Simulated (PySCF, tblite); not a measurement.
# C₃H₇GeN₃S: geometry, infrared bands and NMR shifts

Wanted: the infrared bands and NMR shifts of C₃H₇GeN₃S (`CSc1cn[n]([GeH3])n1`), by calculation.

The runs use tblite 0.8.0 and PySCF 2.14.0, with density-fitted response routines of our own; the level of theory stands in each step. All values are computed, except where a source is named. Atoms are numbered from 0 throughout.

## (1) The starting structure

15 atoms, charge 0, multiplicity 1; geometry from: force field or distance geometry start.

Bonds of the start (Å): C0–S1 1.82, S1–C2 1.81, C2–C3 1.36, C3–N4 1.34, N4–N5 1.33, N5–Ge6 1.87, N5–N7 1.31, N7–C2 1.35, C0–H8 1.11, C0–H9 1.12, C0–H10 1.11, C3–H11 1.10, Ge6–H12 1.55, Ge6–H13 1.55, Ge6–H14 1.56.

## (2) Optimising the geometry with GFN2-xTB

What the job is given:

```
{"job": {"kind": "relax", "xc": "GFN2-xTB", "basis": "xTB"}, "charge": 0, "multiplicity": 1}
C     -2.919000     0.307700     0.688300
S     -2.434300    -0.820100    -0.651800
C     -0.680700    -0.723500    -0.231200
C     -0.001400    -1.521900     0.630800
N      1.274300    -1.105600     0.662100
N      1.327700    -0.087700    -0.194600
Ge     2.874700     0.917200    -0.501700
N      0.167700     0.189800    -0.740800
H     -2.629900    -0.110100     1.676500
H     -4.033600     0.435700     0.669100
H     -2.451300     1.299700     0.542600
H     -0.394600    -2.355800     1.224000
H      4.114800     0.008800    -0.319800
H      2.844300     1.485100    -1.940900
H      2.936900     2.088700     0.523000
```

Run with:

```bash
$ OMP_NUM_THREADS=1 python probes_run.py task.json out
```

One launch serves the whole session: the jobs run in the order shown.

What it wrote:

```text
step      E/eV     max force
  0    -650.33752    2.278
  1    -650.46604    1.058
  2    -650.50710    0.503
  3    -650.53498    0.345
  4    -650.55024    0.380
  5    -650.56679    0.337
  6    -650.57728    0.261
  7    -650.58610    0.243
  8    -650.59247    0.276
  9    -650.59983    0.343
 10    -650.60643    0.292
 11    -650.61095    0.160
 12    -650.61271    0.071
 13    -650.61324    0.049
 14    -650.61349    0.048
 15    -650.61367    0.028
 16    -650.61384    0.032
 17    -650.61402    0.035
 18    -650.61418    0.041
 19    -650.61431    0.033
 20    -650.61441    0.033
 21    -650.61453    0.036
 22    -650.61465    0.041
 23    -650.61475    0.041
 24    -650.61484    0.028
 25    -650.61494    0.041
 26    -650.61508    0.049
 27    -650.61524    0.042
 28    -650.61537    0.032
 29    -650.61548    0.039
 30    -650.61561    0.053
 31    -650.61584    0.065
 32    -650.61613    0.058
 33    -650.61636    0.039
 34    -650.61647    0.026
 35    -650.61654    0.024
 36    -650.61661    0.027
 37    -650.61670    0.029
 38    -650.61678    0.024
 39    -650.61684    0.022
 40    -650.61689    0.022
 41    -650.61694    0.025
 42    -650.61701    0.029
 43    -650.61709    0.033
 44    -650.61719    0.036
 45    -650.61731    0.038
 46    -650.61747    0.046
 47    -650.61769    0.062
 48    -650.61804    0.083
 49    -650.61863    0.096
 50    -650.61956    0.095
 51    -650.62070    0.074
 52    -650.62141    0.193
 53    -650.62218    0.181
 54    -650.62388    0.174
 55    -650.62558    0.094
 56    -650.62724    0.241
 57    -650.62992    0.139
 58    -650.63250    0.125
 59    -650.63473    0.090
 60    -650.63572    0.100
 61    -650.63910    0.156
 62    -650.62345    0.749
 63    -650.64369    0.178
 64    -650.64679    0.181
 65    -650.65645    0.615
 66    -650.66487    0.311
 67    -650.67567    0.164
 68    -650.68417    0.250
 69    -650.69276    0.225
 70    -650.70293    0.280
 71    -650.71114    0.561
 72    -650.69225    0.687
 73    -650.72653    0.363
 74    -650.73279    0.223
 75    -650.74744    0.225
 76    -650.75377    0.270
 77    -650.75962    0.211
 78    -650.76316    0.164
 79    -650.76740    0.154
 80    -650.77111    0.188
 81    -650.77387    0.134
 82    -650.77649    0.142
 83    -650.77808    0.082
 84    -650.77915    0.064
 85    -650.78000    0.054
 86    -650.78043    0.048
 87    -650.78073    0.045
 88    -650.78098    0.061
 89    -650.78127    0.070
 90    -650.78154    0.058
 91    -650.78180    0.047
 92    -650.78210    0.059
 93    -650.78250    0.061
 94    -650.78305    0.058
 95    -650.78374    0.068
 96    -650.78447    0.067
 97    -650.78518    0.069
 98    -650.78594    0.081
 99    -650.78690    0.073
100    -650.78802    0.076
101    -650.78900    0.067
102    -650.78956    0.040
103    -650.78985    0.043
104    -650.79010    0.044
105    -650.79043    0.045
106    -650.79076    0.040
107    -650.79099    0.038
108    -650.79112    0.025
109    -650.79120    0.026
110    -650.79132    0.029
111    -650.79144    0.036
112    -650.79167    0.043
113    -650.79195    0.043
114    -650.79229    0.060
115    -650.79265    0.062
116    -650.79303    0.047
117    -650.79352    0.063
118    -650.79429    0.081
119    -650.79540    0.101
120    -650.79655    0.116
121    -650.79706    0.176
122    -650.79817    0.056
123    -650.79851    0.032
124    -650.79889    0.040
125    -650.79917    0.052
126    -650.79948    0.033
127    -650.79966    0.031
128    -650.79978    0.028
129    -650.79989    0.026
130    -650.80000    0.028
131    -650.80014    0.027
132    -650.80025    0.024
133    -650.80040    0.027
134    -650.80053    0.027
135    -650.80074    0.030
136    -650.80099    0.046
137    -650.80121    0.044
138    -650.80148    0.052
139    -650.80170    0.042
140    -650.80208    0.049
141    -650.80225    0.049
142    -650.80272    0.053
143    -650.80314    0.051
144    -650.80368    0.051
145    -650.80408    0.042
146    -650.80436    0.032
147    -650.80451    0.029
148    -650.80463    0.026
149    -650.80472    0.025
150    -650.80478    0.018
151    -650.80482    0.020
152    -650.80485    0.011
153    -650.80488    0.008
```

Run time: 3.2 s. Hardware: 1 thread of AMD EPYC, shared host.

The steps of the relaxation: (not every step is listed)

```
step  energy from step 0 (eV)  largest force (eV/Å)
   0                   0.0000                2.2785
   1                  -0.1285                1.0580
   2                  -0.1696                0.5030
   3                  -0.1975                0.3452
   4                  -0.2127                0.3803
   5                  -0.2293                0.3370
   6                  -0.2398                0.2609
   7                  -0.2486                0.2425
   8                  -0.2550                0.2755
  22                  -0.2771                0.0405
  36                  -0.2791                0.0273
  50                  -0.2820                0.0952
  64                  -0.3093                0.1811
  78                  -0.4256                0.1642
  92                  -0.4446                0.0594
 106                  -0.4532                0.0399
 120                  -0.4590                0.1155
 134                  -0.4630                0.0269
 148                  -0.4671                0.0262
 149                  -0.4672                0.0252
 150                  -0.4673                0.0180
 151                  -0.4673                0.0201
 152                  -0.4673                0.0110
 153                  -0.4674                0.0082
```

Close pairs (by a distance rule), those that changed most:

```
   bond  before (Å)  after (Å)  change (Å)
  S1–C2       1.806      1.736      -0.069
Ge6–H14       1.558      1.490      -0.067
Ge6–H12       1.548      1.484      -0.064
Ge6–H13       1.547      1.494      -0.053
  C2–C3       1.357      1.408      +0.051
  C0–H9       1.122      1.085      -0.037
 N5–Ge6       1.870      1.833      -0.037
 C3–H11       1.096      1.069      -0.027
```

The end geometry stands in the next job.

## (3) Infrared spectrum with GFN2-xTB

What the job is given:

```
{"job": {"kind": "ir", "xc": "GFN2-xTB", "basis": "xTB"}, "charge": 0, "multiplicity": 1}
C     -2.787512     0.670269     0.489549
S     -2.364484    -1.093881     0.546004
C     -0.648796    -0.977581     0.304783
C      0.294532    -2.022310     0.256191
N      1.479326    -1.481222     0.059854
N      1.272297    -0.181060    -0.005834
Ge     2.593646     1.047393    -0.330991
N      0.002469     0.166371     0.135179
H     -2.260121     1.186042     1.285426
H     -3.861137     0.736840     0.631626
H     -2.499908     1.072931    -0.476276
H      0.146387    -3.076484     0.355781
H      3.847999     0.282347    -0.121332
H      2.419294     1.525821    -1.735828
H      2.361595     2.152512     0.641507
```

What it wrote:

```text
mode    cm-1     km/mol
  1      39.3      0.10
  2      66.2      1.80
  3      73.6      0.45
  4      90.2      2.43
  5     116.3      0.03
  6     175.9      4.36
  7     255.4      4.97
  8     302.9     32.74
  9     326.8      6.54
 10     516.0     11.03
 11     560.1     95.43
 12     575.1     97.08
 13     649.3      0.25
 14     652.9      0.36
 15     729.7    314.64
 16     733.6      7.79
 17     787.4    140.25
 18     812.9      2.19
 19     828.7    115.86
 20     951.9      0.97
 21     955.0     11.06
 22     976.4     12.85
 23     997.5     21.47
 24    1072.2     23.57
 25    1178.6    219.96
 26    1257.2     31.92
 27    1313.6      0.79
 28    1359.3      7.63
 29    1364.2     58.48
 30    1432.3      6.03
 31    1439.4      8.32
 32    1477.0     21.72
 33    2019.8     96.89
 34    2086.9    356.16
 35    2144.9    303.00
 36    3041.8      1.52
 37    3046.5      4.24
 38    3063.1      4.13
 39    3199.9      7.61
```

Run time: 1.6 s. Hardware: 1 thread of AMD EPYC, shared host.

The strongest bands and the atoms that carry them (share of the mass-weighted mode):

```
cm⁻¹  km/mol                         atoms
 575    97.1  H12 44 %, H14 27 %, H13 11 %
 730   314.6  H12 38 %, H14 36 %, H13 23 %
 787   140.2  H12 56 %, H14 21 %, H13 20 %
 829   115.9            H13 51 %, H14 41 %
1179   220.0              N5 69 %, N7 15 %
2020    96.9  H13 64 %, H14 24 %, H12 12 %
2087   356.2            H14 62 %, H13 32 %
2145   303.0            H12 83 %, H14 13 %
```

## (4) NMR shieldings: PBE0/pcSseg-1

Same as in step 3 but for these lines:

```diff
@@ -1,2 +1,2 @@
-{"job": {"kind": "ir", "xc": "GFN2-xTB", "basis": "xTB"}, "charge": 0, "multiplicity": 1}
+{"job": {"kind": "nmr", "xc": "PBE0", "basis": "pcSseg-1"}, "charge": 0, "multiplicity": 1}
 C     -2.787512     0.670269     0.489549
```

Level: GIAO PBE0/pcSseg-1 NMR shielding, non-relativistic, gas phase.

What it wrote:

```text
coarse grid: 61936 points
cycle   1  E = -2756.8813545139  dE =  7.596e-01  |g| = 9.076e-01  |ddm| = 3.965e+00
cycle   2  E = -2756.8468780334  dE =  3.448e-02  |g| = 9.589e-01  |ddm| = 1.027e+00
cycle   3  E = -2756.9396544961  dE = -9.278e-02  |g| = 2.096e-01  |ddm| = 6.747e-01
cycle   4  E = -2756.9473929278  dE = -7.738e-03  |g| = 9.769e-02  |ddm| = 2.182e-01
cycle   5  E = -2756.9491947951  dE = -1.802e-03  |g| = 1.528e-02  |ddm| = 7.504e-02
cycle   6  E = -2756.9492377621  dE = -4.297e-05  |g| = 6.186e-03  |ddm| = 1.629e-02
cycle   7  E = -2756.9492450408  dE = -7.279e-06  |g| = 1.614e-03  |ddm| = 5.191e-03
final grid: 128992 points
cycle   8  E = -2756.9492438005  dE =  1.612e-06  |g| = 3.181e-03  |ddm| = 4.104e-03
cycle   9  E = -2756.9492362780  dE =  7.522e-06  |g| = 6.670e-03  |ddm| = 7.714e-03
cycle  10  E = -2756.9492460173  dE = -9.739e-06  |g| = 1.815e-04  |ddm| = 5.215e-03
cycle  11  E = -2756.9492460241  dE = -6.765e-09  |g| = 5.431e-05  |ddm| = 2.079e-04
cycle  12  E = -2756.9492460247  dE = -6.312e-10  |g| = 1.570e-05  |ddm| = 4.992e-05
converged SCF energy = -2756.9492460247

GIAO shielding tensors (ppm)
atom      isotropic    diamagn.    paramagn.     s11        s22        s33       span
  0 C      167.551     250.159     -82.608    157.236    163.706    181.710     24.475
  1 S      536.756    1055.575    -518.819    349.708    484.557    776.004    426.296
  2 C       31.577     259.889    -228.312    -37.226     20.815    111.142    148.367
  3 C       49.827     251.141    -201.314    -32.089     53.247    128.322    160.411
  4 N     -118.650     324.948    -443.598   -351.849   -162.257    158.156    510.005
  5 N        1.401     333.349    -331.947   -108.693     18.357     94.540    203.233
  6 Ge    1473.572    2756.080   -1282.508   1383.866   1426.553   1610.297    226.430
  7 N      -88.965     326.011    -414.976   -289.024   -145.823    167.952    456.976
  8 H       28.882      30.780      -1.898     24.133     26.659     35.854     11.721
  9 H       29.583      27.610       1.972     24.296     26.819     37.633     13.336
 10 H       28.865      31.058      -2.193     24.081     26.675     35.839     11.758
 11 H       24.149      30.964      -6.815     21.359     24.048     27.041      5.682
 12 H       26.586      28.444      -1.858     18.971     22.746     38.042     19.070
 13 H       26.678      28.838      -2.159     20.176     22.184     37.675     17.499
 14 H       26.588      28.930      -2.342     19.430     22.849     37.486     18.056
```

It took 81 s on 1 thread of AMD EPYC, shared host; peak memory 1 GiB.

The references, computed at this level on geometries of the same kind, shield at (ppm): 1H TMS 31.72, 13C TMS 186.9, 15N NH3 267.7, 33S CS2 504, 73Ge GeMe4 1331. Their shielding less the atom's gives the shift. The references are single molecules in the gas phase, so shifts against H2O, NH3, PH3, H3PO4 or CFCl3 are not on the usual liquid scales and can be off by tens of ppm. Atoms listed in one row are averaged.

```
        atoms                                         environment  σ (ppm)  δ (ppm)
           C2                      aromatic carbon bearing sulfur     31.6    155.3
           C3                 aromatic CH next to a ring nitrogen     49.8    137.1
           C0                           methyl carbon bonded to S    167.6     19.4
          H11  hydrogen on an aromatic CH next to a ring nitrogen    24.15     7.57
H12, H13, H14                 hydrogen on a germanium bonded to N    26.62     5.10
  H8, H9, H10             hydrogen on a methyl carbon bonded to S    29.11     2.61
           S1                                      sulfide sulfur      537      -33
           N4                  pyridine-type nitrogen of an azole   -118.7    386.4
           N7                  pyridine-type nitrogen of an azole    -89.0    356.7
           N5                          pyrrole-type ring nitrogen      1.4    266.3
          Ge6                          germanium bonded to N, 3 H     1474     -143
```

Charges from the same density, by scheme (e):

```
atoms  Mulliken    IAO  Hirshfeld  ESP fit
   C0     -0.36  -0.50      -0.12    -0.28
   S1      0.07   0.17       0.02    -0.21
   C2     -0.04  -0.07      -0.01     0.30
   C3      0.09  -0.11      -0.04    -0.06
   N4     -0.19  -0.22      -0.14    -0.49
   N5     -0.43  -0.10      -0.01     0.44
  Ge6      0.56   0.67       0.39     0.33
   N7     -0.26  -0.27      -0.14    -0.49
```

Mayer bond orders: C0–S1 1.00, S1–C2 1.02, C2–C3 1.26, C3–N4 1.54, N4–N5 1.20, N5–Ge6 0.62, N5–N7 1.15, N7–C2 1.44.

Ring of atoms C2, C3, N4, N5, N7: NICS(0) -12.1, NICS(1) -12.9, NICS(1)zz -31.5 ppm (means of both faces).

## (5) Outcome

| quantity | value |
| --- | --- |
| strongest single infrared mode (GFN2-xTB) | 2087 cm⁻¹, 356 km/mol |
| zero-point energy (GFN2-xTB) | 61.0 kcal/mol |
| 13C shifts against TMS (PBE0/pcSseg-1) | 155.3, 137.1, 19.4 ppm |
| 1H shifts against TMS (PBE0/pcSseg-1, means over atoms taken as alike) | 7.57, 5.10, 2.61 ppm |
| 33S shifts against CS2 (PBE0/pcSseg-1) | -33 ppm |
| 15N shifts against NH3 (PBE0/pcSseg-1) | 386.4, 356.7, 266.3 ppm |
| 73Ge shifts against GeMe4 (PBE0/pcSseg-1) | -143 ppm |

Relaxing lowered the energy by 0.467 eV in 153 steps; the close pair that moved most is S1–C2, from 1.806 to 1.736 Å. All 39 modes are real, so the xTB geometry is a minimum. The strongest single mode, at 2087 cm⁻¹, moves mainly H14 and H13. Unscaled tight-binding wavenumbers are off by several per cent, some by more. Its intensities can rank the bands wrongly. The most deshielded hydrogen is H11 (hydrogen on an aromatic CH next to a ring nitrogen), at 7.57 ppm: aromatic region. At PBE0/pcSseg-1: The widest tensor belongs to N4: span 510 ppm, with a paramagnetic part of -444 ppm. NICS(1)zz of -32 ppm above the planar ring from C2 marks a diatropic (aromatic) ring current. Spin-orbit coupling is left out, which matters for shieldings and couplings at and beside the heavy atoms.
